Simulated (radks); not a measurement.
# Ba⁴²⁺ in [Ne] 3s2 3p1 3d1: an all-electron calculation

One table from this session's results is given with a row withheld; the runs are named, their logs left out.

Method: scalar-relativistic Kohn-Sham, r2SCAN, spin-unpolarised, spherical densities, finite nucleus. Code: radks (a radial shooting solver on a logarithmic mesh, Libxc functionals) version 1.

**Starting point**

| Quantity | Value |
| --- | --- |
| element | barium (Z = 56) |
| charge | +42 |
| electrons | 14 |
| configuration | [Ne] 3s2 3p1 3d1 |
| nuclear rms radius | 4.8378 fm |

The outer shells:

Ba⁴²⁺
```
[Ne] core
3s [↑↓]
3p [↑ ][  ][  ]
3d [↑ ][  ][  ][  ][  ]
```

The first run:

The run's settings:

```text
Z 56
configuration [Ne] 3s2 3p1 3d1 4s0 4p0 4d0 4f0
relativity scalar-relativistic
functional r2scan,r2scan
spin unpolarised
nucleus finite rms 4.8378 fm
c 137.035999084
```

Run with:

```sh
python run_ks.py task.json out
```

All runs below come from this command, one after another.

One table of the session follows, with a row left open; its other results are not shown here.

It belongs to the step «Orbitals and density». Sizes of the orbitals, from the radial functions (bohr):

| level | <r> | outermost maximum (interpolated) | 90 % within | nodes |
| --- | --- | --- | --- | --- |
| 1s | 0.02557 | 0.0164 | 0.0460 | 0 |
| 2s | 0.1081 | 0.0922 | 0.167 | 1 |
| 2p | 0.09453 | 0.0740 | 0.153 | 0 |
| 3s | 0.2625 | 0.249 | 0.380 | 2 |
| 3p | 0.2548 | 0.240 | 0.377 | 1 |
| 3d | ? | ? | ? | ? |
| 4s | 0.4917 | 0.496 | 0.692 | 3 |
| 4p | 0.4903 | 0.495 | 0.697 | 2 |
| 4d | 0.4656 | 0.466 | 0.676 | 1 |
| 4f | 0.4081 | 0.359 | 0.594 | 0 |

Q: Estimate the row for 3d from the others.

**Answer.** <r>: 0.2244; outermost maximum (interpolated): 0.190; 90 % within: 0.341; nodes: 0. In the column «<r>» it lies between 2s (0.1081) and 3p (0.2548).
